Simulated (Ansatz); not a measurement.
# ClGaH₅NOSi: ionisation energy by level of theory

An exercise on one series of results from a longer session: the logs are not shown, and one member is left open.

Method: unrestricted cation, the program's frozen cores in correlated methods; program: Ansatz 0.2.0, Gaussian basis.

The runs, in order: UKS PBE-D4/def2-TZVPP; UKS r2SCAN-D4/def2-TZVPP; UKS PBE0-D4/def2-TZVPP; UKS B3LYP-D4/def2-TZVPP; UKS wB97X-V/def2-TZVPP; UKS wB97M-V/def2-TZVPP; UKS B2PLYP/def2-TZVPP; UHF-CCSD(T)/def2-TZVPP; UHF-MP2/def2-QZVPP; extrapolation to the limit; then −ε(HOMO) from the neutral's earlier runs with LDA (SPW92), PBE-D4, revPBE-D4, BLYP-D4, r2SCAN-D4, B97M-V, PBE0-D4, B3LYP-D4, r2SCANh-D4, r2SCAN0-D4, HSE06-D4, BHLYP-D4, CAM-B3LYP-D4, LC-ωPBE, ωB97X-V, ωB97M-V.

## Structure used throughout

All runs share one geometry, relaxed beforehand with PBE0-D4 in a triple-zeta def2 set.

SMILES `[NH2][Ga]([Cl])[O][SiH3]`, 10 atoms, charge 0, spin multiplicity 1.

Atoms are counted from 1 here; the program's logs count them from 0.

Bond lengths: N1–Ga2 1.792 Å, N1–H6 1.005 Å, N1–H7 1.005 Å, Ga2–Cl3 2.131 Å, Ga2–O4 1.767 Å, O4–Si5 1.636 Å, Si5–H8 1.485 Å, Si5–H9 1.488 Å, Si5–H10 1.489 Å. Angles: Ga2–N1–H6 121.9°, Ga2–N1–H7 122.1°, H6–N1–H7 113.1°, N1–Ga2–Cl3 121.7°, N1–Ga2–O4 120.1°, Cl3–Ga2–O4 118.2°, Ga2–O4–Si5 136.9°, O4–Si5–H8 108.0°, O4–Si5–H9 111.2°, O4–Si5–H10 111.1°, H8–Si5–H9 109.0°, H8–Si5–H10 109.0°, H9–Si5–H10 108.4°.

The first run:

File in.yaml:

```yaml
crystal:
  periodic: [false, false, false]
  atoms:
    - {symbol: N, position_ang: [-0.200299, -0.013342, -2.599556]}
    - {symbol: Ga, position_ang: [0.443134, -0.235525, -0.941408]}
    - {symbol: Cl, position_ang: [2.325742, -1.168415, -0.587799]}
    - {symbol: O, position_ang: [-0.518367, 0.257789, 0.456250]}
    - {symbol: Si, position_ang: [-0.374173, 0.202170, 2.084688]}
    - {symbol: H, position_ang: [-1.019025, 0.541223, -2.781207]}
    - {symbol: H, position_ang: [0.367035, -0.157191, -3.416317]}
    - {symbol: H, position_ang: [-1.586946, 0.824010, 2.675491]}
    - {symbol: H, position_ang: [-0.264840, -1.201870, 2.566582]}
    - {symbol: H, position_ang: [0.827750, 0.951171, 2.543287]}
basis:
  gaussian: {orbitals: def2-TZVPP}
total_charge: 1
magnetization: {spin_polarized: true, initial_magnetization: 1}
hamiltonian: {xc: pbe, dispersion: d4}
```

Launch:

```
$ ansatz run in.yaml --threads 2 --pin off --events-out ev --progress --plain --max-ram 20480MiB --backend cpu
```

Steps of the session up to this table: Cation, UKS PBE-D4/def2-TZVPP; Cation, UKS r2SCAN-D4/def2-TZVPP; Cation, UKS PBE0-D4/def2-TZVPP; Cation, UKS B3LYP-D4/def2-TZVPP; Cation, UKS wB97X-V/def2-TZVPP; Cation, UKS wB97M-V/def2-TZVPP; Cation, UKS B2PLYP (frozen core)/def2-TZVPP; Cation, UHF-CCSD(T)/def2-TZVPP; Cation, UHF-MP2/def2-QZVPP.

One table of the session follows, with a row left open; its other results are not shown here.

For comparison, −ε(HOMO) of the neutral from earlier runs:

| functional | −ε(HOMO) (eV) |
| --- | --- |
| LDA (SPW92) | 6.74 |
| PBE-D4 | 6.55 |
| revPBE-D4 | 6.48 |
| BLYP-D4 | 6.42 |
| r2SCAN-D4 | 6.86 |
| B97M-V | 6.93 |
| PBE0-D4 | 7.97 |
| B3LYP-D4 | 7.71 |
| r2SCANh-D4 | 7.39 |
| r2SCAN0-D4 | 8.19 |
| HSE06-D4 | 7.56 |
| BHLYP-D4 | 9.29 |
| CAM-B3LYP-D4 | 9.41 |
| LC-ωPBE | ? |
| ωB97X-V | 10.45 |
| ωB97M-V | 10.35 |

Q: Estimate the row for LC-ωPBE from the others.

As computed: −ε(HOMO) (eV): 10.85. In the column «−ε(HOMO) (eV)» it is the highest.
